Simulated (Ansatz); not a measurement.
**Cl2GeH2: molecular dynamics**

Purpose: to follow the molecule's vibrations and see whether its bonds hold. The start is relaxed first. Runs: 40 steps of 3 fs at constant energy, with velocities drawn for 500 K; 250 steps of 1 fs under a Langevin thermostat at 100 K. SMILES of the start: [Cl][GeH2][Cl].

Method: RHF/def2-SVP, in Ansatz 0.2.0.

## 1. The starting structure

Bond lengths: Ge1–Cl2 2.220 Å, Ge1–Cl3 2.220 Å, Ge1–H4 1.549 Å, Ge1–H5 1.549 Å. Angles: Cl2–Ge1–Cl3 109.5°, Cl2–Ge1–H4 109.5°, Cl2–Ge1–H5 109.5°, Cl3–Ge1–H4 109.5°, Cl3–Ge1–H5 109.5°, H4–Ge1–H5 109.5°.

Coordinates:

```xyz
5

Ge    0.0000    0.0000    0.0000
Cl    0.0000    0.0000    2.2200
Cl    2.0935    0.0000   -0.7393
H    -0.7300    1.2648   -0.5162
H    -0.7300   -1.2648   -0.5162
```

## 2. Relaxing the start

File input.yaml:

```yaml
crystal:
  periodic: [false, false, false]
  atoms:
    - { symbol: Ge, position_ang: [0.0, 0.0, 0.0] }
    - { symbol: Cl, position_ang: [0.0, 0.0, 2.22] }
    - { symbol: Cl, position_ang: [2.0935, 0.0, -0.7393] }
    - { symbol: H, position_ang: [-0.73, 1.2648, -0.5162] }
    - { symbol: H, position_ang: [-0.73, -1.2648, -0.5162] }
basis:
  gaussian: { orbitals: def2-SVP }
hamiltonian:
  xc: hf
relax:
  f_tol: 0.02
  max_steps: 40
output:
  orbitals: {}
```

Launch:

```sh
$ ansatz run input.yaml --threads 1 --pin off --max-ram 2048MiB --backend cpu --events-out ev --progress --plain --runs-dir out
```

Standard output, shortened:

```text
Warning: RAYON_NUM_THREADS=1 ignored (pool sized by the plan → 1); use --threads N
[...]
Functional definition: HF
[...]
790 factors; integrals over basis functions are off by at most 4.2e-4 eV
[...]
mean field -81499.66052431 eV, -2995.0572818144 hartree, gradient 2.4e-5 eV, S^2 0.000000; 0 other end points of the search recorded, 0 dependent functions left out
[...]
reference -81499.66052431 eV, -2995.0572818144 hartree; 34, 34 occupied and 44, 44 virtual orbitals, 790 factors
relax step   1: F+E_penalty+E_count = -81499.66052431 eV  Δ(F+E_penalty+E_count) = +0.000e0 eV  max|allowed force component| = 1.203e0 eV/Å  Δτ_max = 0.0000 Å  (32 SCF iters, accepted)
[...]
relax step   3: F+E_penalty+E_count = -81499.78502243 eV  Δ(F+E_penalty+E_count) = -2.418e-2 eV  max|allowed force component| = 6.863e-2 eV/Å  Δτ_max = 0.0490 Å  (34 SCF iters, accepted)
[...]
relax step   4: F+E_penalty+E_count = -81499.78568012 eV  Δ(F+E_penalty+E_count) = -6.577e-4 eV  max|allowed force component| = 1.325e-2 eV/Å  Δτ_max = 0.0069 Å  (27 SCF iters, accepted)
790 factors; integrals over basis functions are off by at most 3.7e-4 eV
mean field -81499.78568012 eV, -2995.0618812056 hartree, gradient 2.8e-5 eV, S^2 0.000000; 1 other end points of the search recorded, 0 dependent functions left out
[...]
reference -81499.78568012 eV, -2995.0618812056 hartree; 34, 34 occupied and 44, 44 virtual orbitals, 790 factors
Total energy: -81499.78568012 eV, -2995.0618812056 hartree
Atom 0 at    -0.018572     0.000000    -0.013098 Å, force    -0.006746     0.000000    -0.004761 eV/Å
Atom 1 at    -0.001646    -0.000000     2.140194 Å, force     0.005940    -0.000000    -0.003621 eV/Å
Atom 2 at     2.017434     0.000000    -0.714261 Å, force    -0.001434     0.000000     0.006804 eV/Å
Atom 3 at    -0.681858     1.283226    -0.482268 Å, force     0.001120    -0.013252     0.000789 eV/Å
Atom 4 at    -0.681858    -1.283226    -0.482268 Å, force     0.001120     0.013252     0.000789 eV/Å
Dipole moment:    -0.386383     0.000000    -0.273307 e Å
```

Run time: 6.5 s. Hardware: 1 thread of Arm Neoverse V2, shared host; peak memory 0.15 GiB.

Step by step:

| step | energy from step 1 (eV) | largest force component (eV/Å) |
| --- | --- | --- |
| 1 | 0.0000 | 1.2028 |
| 2 | -0.1003 | 0.3079 |
| 3 | -0.1245 | 0.0686 |
| 4 | -0.1252 | 0.0133 |

Step 1 is the start.

After: Bond lengths: Ge1–Cl2 2.153 Å, Ge1–Cl3 2.153 Å, Ge1–H4 1.519 Å, Ge1–H5 1.519 Å. Angles: Cl2–Ge1–Cl3 108.6°, Cl2–Ge1–H4 108.2°, Cl2–Ge1–H5 108.2°, Cl3–Ge1–H4 108.2°, Cl3–Ge1–H5 108.2°, H4–Ge1–H5 115.3°.

## 3. Run 1

40 steps of 3 fs at constant energy, with velocities drawn for 500 K, from the relaxed start.

File input.yaml:

```yaml
crystal:
  periodic: [false, false, false]
  atoms:
    - { symbol: Ge, position_ang: [-0.018572, 0.0, -0.013098] }
    - { symbol: Cl, position_ang: [-0.001646, 0.0, 2.140194] }
    - { symbol: Cl, position_ang: [2.017434, 0.0, -0.714261] }
    - { symbol: H, position_ang: [-0.681858, 1.283226, -0.482268] }
    - { symbol: H, position_ang: [-0.681858, -1.283226, -0.482268] }
basis:
  gaussian: { orbitals: def2-SVP }
hamiltonian:
  xc: hf
md:
  timestep: 3.0
  n_steps: 40
  ensemble: nve
  temperature: 500.0
  initial_velocities: maxwell_boltzmann
  seed: 291535
```

Launch:

```sh
$ ansatz run input.yaml --threads 1 --pin off --max-ram 2048MiB --backend cpu --events-out ev --progress --plain --runs-dir out
```

Standard output, shortened:

```text
Warning: RAYON_NUM_THREADS=1 ignored (pool sized by the plan → 1); use --threads N
[...]
[... 1 set-up line as earlier in the session ...]
[...]
789 factors; integrals over basis functions are off by at most 2.6e-4 eV
[...]
mean field -81499.78568803 eV, -2995.0618814963 hartree, gradient 1.9e-5 eV, S^2 0.000000; 0 other end points of the search recorded, 0 dependent functions left out
[...]
reference -81499.78568803 eV, -2995.0618814963 hartree; 34, 34 occupied and 44, 44 virtual orbitals, 789 factors
md step     0: t =     0.00 fs  T =   500.0 K  F+E_penalty+E_count = -81499.78568803 eV  E_kin = 0.193890 eV  conserved = -81499.59179803 eV  (31 SCF iters)
[...]
md step    10: t =    30.00 fs  T =   249.2 K  F+E_penalty+E_count = -81499.68112235 eV  E_kin = 0.096625 eV  conserved = -81499.58449710 eV  (35 SCF iters)
[...]
md step    20: t =    60.00 fs  T =   135.8 K  F+E_penalty+E_count = -81499.64118642 eV  E_kin = 0.052673 eV  conserved = -81499.58851332 eV  (31 SCF iters)
[...]
md step    30: t =    90.00 fs  T =   265.5 K  F+E_penalty+E_count = -81499.68855964 eV  E_kin = 0.102947 eV  conserved = -81499.58561291 eV  (34 SCF iters)
[...]
md step    39: t =   117.00 fs  T =   406.5 K  F+E_penalty+E_count = -81499.74493480 eV  E_kin = 0.157632 eV  conserved = -81499.58730243 eV  (33 SCF iters)
[...]
md step    40: t =   120.00 fs  T =   404.7 K  F+E_penalty+E_count = -81499.74574102 eV  E_kin = 0.156941 eV  conserved = -81499.58879973 eV  (33 SCF iters)
Total energy: -81499.74574102 eV, -2995.0604134706 hartree
Atom 0 at     0.011473    -0.003400     0.012723 Å, force    -0.779705    -0.192296    -0.868472 eV/Å
Atom 1 at    -0.051215     0.004062     2.136375 Å, force     0.162504    -0.059983     0.467351 eV/Å
Atom 2 at     2.006153     0.002533    -0.762467 Å, force     0.253134    -0.051263     0.101867 eV/Å
Atom 3 at    -0.667903     1.263588    -0.475632 Å, force     0.054460     0.119934     0.049772 eV/Å
Atom 4 at    -0.720652    -1.250499    -0.519725 Å, force     0.309608     0.183608     0.249482 eV/Å
Dipole moment:    -0.313559    -0.007941    -0.196845 e Å
```

Run time: 51 s. Hardware: 1 thread of Arm Neoverse V2, shared host; peak memory 0.15 GiB.

## 4. Frames and traces

The trajectory, every 3 steps (energies from step 0):

| time (fs) | T (K) | potential energy change (meV/atom) | total energy change (meV/atom) |
| --- | --- | --- | --- |
| 0.0 | 500 | 0.0 | 0.00 |
| 9.0 | 262 | 19.8 | 1.31 |
| 18.0 | 152 | 28.3 | 1.27 |
| 27.0 | 203 | 23.7 | 0.70 |
| 36.0 | 332 | 14.3 | 1.32 |
| 45.0 | 213 | 23.2 | 1.01 |
| 54.0 | 169 | 26.4 | 0.66 |
| 63.0 | 148 | 29.1 | 1.78 |
| 72.0 | 338 | 12.9 | 0.35 |
| 81.0 | 307 | 16.1 | 1.08 |
| 90.0 | 265 | 19.4 | 1.24 |
| 99.0 | 164 | 26.8 | 0.69 |
| 108.0 | 331 | 14.4 | 1.24 |
| 117.0 | 406 | 8.2 | 0.90 |
| 120.0 | 405 | 8.0 | 0.60 |

time (fs), T (K) and a bar:
```
      0.0        500 ##############################
      6.0        367 ###################
      9.0        262 ###########
     15.0        173 ###
     21.0        159 ##
     27.0        203 ######
     30.0        249 #########
     36.0        332 ################
     42.0        257 ##########
     48.0        186 ####
     51.0        174 ###
     57.0        133 
     63.0        148 #
     69.0        278 ############
     72.0        338 #################
     78.0        318 ###############
     84.0        307 ##############
     90.0        265 ###########
     93.0        209 ######
     99.0        164 ###
    105.0        289 #############
    111.0        379 ####################
    114.0        395 #####################
    120.0        405 ######################
```

## 5. Frames from the trajectory

Positions (Å) and forces (eV/Å):

```xyz
5
time_fs=15.0 T=173 dE=0.1315
Ge   -0.051   -0.007   -0.051    0.599    0.182    0.956
Cl    0.040    0.006    2.187   -0.211   -0.252   -1.321
Cl    2.046    0.005   -0.680   -0.707   -0.173    0.066
H    -0.637    1.337   -0.422   -0.067    0.081   -0.083
H    -0.831   -1.194   -0.649    0.386    0.163    0.382
5
time_fs=30.0 T=249 dE=0.1046
Ge   -0.063    0.000   -0.058    0.856   -0.701    1.253
Cl    0.070    0.000    2.162   -0.294    0.025   -0.956
Cl    2.037    0.001   -0.644   -0.478   -0.025   -0.142
H    -0.666    1.314   -0.483   -0.228    0.026   -0.158
H    -0.699   -1.355   -0.458    0.143    0.675    0.002
5
time_fs=45.0 T=213 dE=0.1162
Ge   -0.049    0.007   -0.031   -0.481   -1.129   -0.611
Cl    0.082   -0.005    2.084   -0.292    0.243    0.683
Cl    2.001   -0.004   -0.617    0.351    0.186   -0.425
H    -0.860    1.128   -0.647    0.190    0.397    0.205
H    -0.679   -1.336   -0.465    0.232    0.304    0.147
5
time_fs=60.0 T=136 dE=0.1445
Ge   -0.042   -0.002   -0.018   -0.330    0.231   -1.142
Cl    0.077    0.003    2.049   -0.194   -0.073    2.014
Cl    1.986    0.001   -0.615    0.891    0.022   -0.584
H    -0.668    1.324   -0.429   -0.125   -0.214   -0.181
H    -0.649   -1.303   -0.495   -0.242    0.034   -0.107
5
time_fs=75.0 T=326 dE=0.0737
Ge   -0.046   -0.009   -0.034    0.243    1.303    0.207
Cl    0.059    0.007    2.117   -0.216   -0.195    0.025
Cl    2.017    0.006   -0.646   -0.046   -0.219   -0.223
H    -0.647    1.333   -0.466    0.094   -0.159    0.072
H    -0.846   -1.138   -0.582   -0.075   -0.730   -0.081
5
time_fs=90.0 T=265 dE=0.0971
Ge   -0.048    0.000   -0.049    1.116    0.531    1.316
Cl    0.028    0.000    2.192   -0.166    0.081   -1.302
Cl    2.047    0.000   -0.691   -0.661    0.009    0.097
H    -0.691    1.292   -0.544    0.013   -0.189    0.115
H    -0.659   -1.298   -0.448   -0.303   -0.432   -0.226
5
time_fs=105.0 T=289 dE=0.0833
Ge   -0.025    0.005   -0.031    0.555   -0.479    1.030
Cl   -0.012   -0.002    2.194    0.017    0.169   -1.085
Cl    2.041   -0.005   -0.732   -0.514    0.251    0.172
H    -0.803    1.213   -0.520    0.154    0.032    0.003
H    -0.548   -1.364   -0.410   -0.212    0.028   -0.119
5
time_fs=120.0 T=405 dE=0.0399
Ge    0.011   -0.003    0.013   -0.780   -0.192   -0.869
Cl   -0.051    0.004    2.136    0.163   -0.060    0.467
Cl    2.006    0.003   -0.762    0.253   -0.051    0.102
H    -0.668    1.264   -0.476    0.054    0.120    0.050
H    -0.721   -1.250   -0.520    0.310    0.184    0.249
```

On run 1: The temperature starts at 500 K and averages 280 K in the second half, where it ranges from 136 to 406 K. About half is expected from a start at a minimum: kinetic energy passes into potential energy until both shares match. The total energy strays from its start by at most 1.78 meV/atom, 8.6 % of the mean kinetic energy, which is poor: the step of 3 fs is too long for the fastest motion. No bond forms or breaks.

## 6. Run 2

250 steps of 1 fs under a Langevin thermostat at 100 K, starting from the last frame of an earlier run, with new velocities.

File input.yaml:

```yaml
crystal:
  periodic: [false, false, false]
  atoms:
    - { symbol: Ge, position_ang: [0.011473, -0.0034, 0.012723] }
    - { symbol: Cl, position_ang: [-0.051215, 0.004062, 2.136375] }
    - { symbol: Cl, position_ang: [2.006153, 0.002533, -0.762467] }
    - { symbol: H, position_ang: [-0.667903, 1.263588, -0.475632] }
    - { symbol: H, position_ang: [-0.720652, -1.250499, -0.519725] }
basis:
  gaussian: { orbitals: def2-SVP }
hamiltonian:
  xc: hf
md:
  timestep: 1.0
  n_steps: 250
  ensemble: nvt_langevin
  temperature: 100.0
  initial_velocities: maxwell_boltzmann
  seed: 873421
  friction: 0.001
```

Launch:

```sh
$ ansatz run input.yaml --threads 1 --pin off --max-ram 2048MiB --backend cpu --events-out ev --progress --plain --runs-dir out
```

Standard output, shortened:

```text
Warning: RAYON_NUM_THREADS=1 ignored (pool sized by the plan → 1); use --threads N
[...]
[... 1 set-up line as earlier in the session ...]
[...]
787 factors; integrals over basis functions are off by at most 3.8e-4 eV
[...]
mean field -81499.74573391 eV, -2995.0604132093 hartree, gradient 1.7e-5 eV, S^2 0.000000; 0 other end points of the search recorded, 0 dependent functions left out
[...]
reference -81499.74573391 eV, -2995.0604132093 hartree; 34, 34 occupied and 44, 44 virtual orbitals, 787 factors
md step     0: t =     0.00 fs  T =    80.0 K  F+E_penalty+E_count = -81499.74573391 eV  E_kin = 0.051704 eV  (31 SCF iters)
[...]
md step    30: t =    30.00 fs  T =    48.6 K  F+E_penalty+E_count = -81499.72184495 eV  E_kin = 0.031381 eV  (33 SCF iters)
[...]
md step    60: t =    60.00 fs  T =   104.4 K  F+E_penalty+E_count = -81499.75224142 eV  E_kin = 0.067444 eV  (32 SCF iters)
[...]
md step    90: t =    90.00 fs  T =   122.2 K  F+E_penalty+E_count = -81499.75422285 eV  E_kin = 0.078988 eV  (33 SCF iters)
[...]
md step   120: t =   120.00 fs  T =    50.9 K  F+E_penalty+E_count = -81499.71531350 eV  E_kin = 0.032883 eV  (26 SCF iters)
md step   121: t =   121.00 fs  T =    68.9 K  F+E_penalty+E_count = -81499.72633382 eV  E_kin = 0.044518 eV  (33 SCF iters)
md step   122: t =   122.00 fs  T =    87.3 K  F+E_penalty+E_count = -81499.73689364 eV  E_kin = 0.056421 eV  (33 SCF iters)
```

## 7. More of the same log: dynamics from the last frame of an earlier run

Output, continued, shortened:

```text
md step   123: t =   123.00 fs  T =    98.7 K  F+E_penalty+E_count = -81499.74221144 eV  E_kin = 0.063766 eV  (33 SCF iters)
[...]
md step   155: t =   155.00 fs  T =    80.8 K  F+E_penalty+E_count = -81499.72512206 eV  E_kin = 0.052210 eV  (26 SCF iters)
[...]
md step   187: t =   187.00 fs  T =    89.3 K  F+E_penalty+E_count = -81499.73313436 eV  E_kin = 0.057684 eV  (34 SCF iters)
[...]
md step   219: t =   219.00 fs  T =    57.2 K  F+E_penalty+E_count = -81499.70219844 eV  E_kin = 0.036987 eV  (25 SCF iters)
[...]
md step   249: t =   249.00 fs  T =   105.1 K  F+E_penalty+E_count = -81499.73503457 eV  E_kin = 0.067951 eV  (33 SCF iters)
[...]
md step   250: t =   250.00 fs  T =   109.2 K  F+E_penalty+E_count = -81499.73992322 eV  E_kin = 0.070602 eV  (32 SCF iters)
Total energy: -81499.73992322 eV, -2995.0601996705 hartree
Atom 0 at    -0.009735     0.048813     0.041547 Å, force    -0.110320     0.055882     0.432099 eV/Å
Atom 1 at    -0.240762     0.132491     2.223367 Å, force     0.280439    -0.067256    -0.670664 eV/Å
Atom 2 at     2.002111    -0.493497    -0.574203 Å, force    -0.350665     0.215490     0.273429 eV/Å
Atom 3 at    -0.376895     1.439626    -0.470440 Å, force     0.217362    -0.143719    -0.004283 eV/Å
Atom 4 at    -0.919259    -1.060111    -0.445196 Å, force    -0.036817    -0.060398    -0.030581 eV/Å
Dipole moment:    -0.307977     0.089375    -0.326134 e Å
```

It took 5 min on 1 thread of Arm Neoverse V2, shared host; peak memory 0.15 GiB.

## 8. The trajectory

One step in 10; energies are changes from step 0:

| time (fs) | T (K) | potential energy change (meV/atom) |
| --- | --- | --- |
| 0.0 | 80 | 0.0 |
| 10.0 | 76 | 1.5 |
| 20.0 | 80 | 0.7 |
| 30.0 | 49 | 4.8 |
| 40.0 | 97 | -1.0 |
| 50.0 | 92 | -0.8 |
| 60.0 | 104 | -1.3 |
| 70.0 | 99 | 0.0 |
| 80.0 | 100 | -1.3 |
| 90.0 | 122 | -1.7 |
| 100.0 | 62 | 4.7 |
| 110.0 | 100 | 0.7 |
| 120.0 | 51 | 6.1 |
| 130.0 | 106 | -0.7 |
| 140.0 | 60 | 5.4 |
| 150.0 | 96 | 1.6 |
| 160.0 | 136 | -2.8 |
| 170.0 | 97 | 1.8 |
| 180.0 | 115 | -1.0 |
| 190.0 | 64 | 5.4 |
| 200.0 | 126 | -2.2 |
| 210.0 | 81 | 5.2 |
| 220.0 | 53 | 9.1 |
| 230.0 | 100 | 3.4 |
| 240.0 | 77 | 4.9 |
| 250.0 | 109 | 1.2 |

time (fs), T (K) and a bar:
```
      0.0         80 ############
     11.0         62 #######
     22.0         94 ###############
     33.0         36 
     43.0        105 ##################
     54.0         97 ################
     65.0         93 ###############
     76.0        111 ####################
     87.0        119 ######################
     98.0         59 ######
    109.0        103 ##################
    120.0         51 ####
    130.0        106 ###################
    141.0         70 #########
    152.0         89 ##############
    163.0        149 ##############################
    174.0         94 ###############
    185.0         91 ###############
    196.0        101 #################
    207.0         94 ###############
    217.0         75 ##########
    228.0         71 #########
    239.0         86 #############
    250.0        109 ###################
```

Maxima of the velocity power spectrum (cm⁻¹, relative height; resolution about 270 cm⁻¹): 430 (55), 930 (82), 2330 (41).

## 9. Snapshots as a file

Extended XYZ, with forces in eV/Å:

```xyz
5
time_fs=31.0 T=43 dE=0.0271
Ge    0.005    0.022    0.001   -0.165    0.345    0.089
Cl   -0.060    0.035    2.194    0.196    0.064   -0.788
Cl    2.040   -0.061   -0.774   -0.479    0.026    0.363
H    -0.680    1.284   -0.555    0.352   -0.136    0.315
H    -0.752   -1.202   -0.459    0.096   -0.300    0.020
5
time_fs=62.0 T=82 dE=0.0090
Ge    0.001    0.042    0.012   -0.508    1.035   -0.574
Cl   -0.035    0.055    2.134    0.093   -0.086    0.573
Cl    2.010   -0.127   -0.701    0.186   -0.026   -0.014
H    -0.617    1.380   -0.457    0.381   -0.285    0.125
H    -0.820   -1.091   -0.506   -0.151   -0.638   -0.109
5
time_fs=94.0 T=126 dE=-0.0194
Ge   -0.037    0.054   -0.016    0.199   -0.062    0.409
Cl    0.006    0.057    2.161   -0.167    0.004   -0.419
Cl    2.023   -0.202   -0.608   -0.159    0.065   -0.110
H    -0.575    1.387   -0.506    0.106    0.060    0.036
H    -0.840   -1.131   -0.522    0.021   -0.067    0.085
5
time_fs=125.0 T=97 dE=0.0053
Ge   -0.051    0.054   -0.016    0.403   -1.005    0.125
Cl   -0.006    0.056    2.135   -0.246    0.122    0.080
Cl    2.017   -0.269   -0.556   -0.067   -0.010   -0.194
H    -0.440    1.393   -0.554   -0.278    0.383   -0.097
H    -0.867   -1.177   -0.469    0.188    0.511    0.085
5
time_fs=156.0 T=97 dE=0.0115
Ge   -0.028    0.045    0.004   -0.096   -0.552   -0.049
Cl   -0.072    0.079    2.139   -0.144   -0.097    0.420
Cl    1.995   -0.324   -0.556    0.524   -0.103   -0.217
H    -0.347    1.446   -0.423   -0.324    0.233   -0.308
H    -0.840   -1.156   -0.521    0.039    0.519    0.153
5
time_fs=188.0 T=80 dE=0.0183
Ge   -0.016    0.040    0.017    0.701    0.196    0.813
Cl   -0.162    0.108    2.209    0.150    0.008   -0.655
Cl    2.031   -0.394   -0.599   -0.383    0.167    0.204
H    -0.360    1.441   -0.472   -0.084   -0.249   -0.084
H    -0.806   -1.167   -0.385   -0.384   -0.122   -0.278
5
time_fs=219.0 T=57 dE=0.0435
Ge    0.013    0.030    0.065   -0.193    0.950   -0.851
Cl   -0.215    0.127    2.157    0.188    0.013    1.000
Cl    1.983   -0.431   -0.614    0.423   -0.242    0.114
H    -0.236    1.445   -0.481   -0.125   -0.339    0.086
H    -0.921   -1.048   -0.369   -0.293   -0.382   -0.349
5
time_fs=250.0 T=109 dE=0.0058
Ge   -0.010    0.049    0.042   -0.110    0.056    0.432
Cl   -0.241    0.133    2.223    0.280   -0.067   -0.671
Cl    2.002   -0.493   -0.574   -0.351    0.215    0.273
H    -0.377    1.440   -0.470    0.217   -0.144   -0.004
H    -0.919   -1.060   -0.445   -0.037   -0.060   -0.031
```

On run 2: Against a set 100 K the second half averages 93 K with a spread of 23 K. The bonding pattern survives the run.

## 10. Results

```
                                 quantity                                    value
                  relaxation of the start                  3 moves, 0.125 eV lower
                            run 1: length                         40 steps of 3 fs
  run 1: temperature, first and last step                            500 and 405 K
          run 1: temperature, second half            mean 280 K, from 136 to 406 K
     run 1: potential energy, second half  +18 meV/atom from this run's first step
run 1: largest change of the total energy                            1.78 meV/atom
            run 1: bonds formed or broken                                        0
                            run 2: length                        250 steps of 1 fs
  run 2: temperature, first and last step                             80 and 109 K
          run 2: temperature, second half              mean 93 K, from 39 to 153 K
     run 2: potential energy, second half   +3 meV/atom from this run's first step
            run 2: bonds formed or broken                                        0
```

In words: Mean temperatures of the second halves: 280 K, 93 K. No bond formed or broke in any run. 250 fs on 5 atoms is far too short and small for converged averages. The nuclei move classically, without zero-point motion, which matters most for hydrogen.
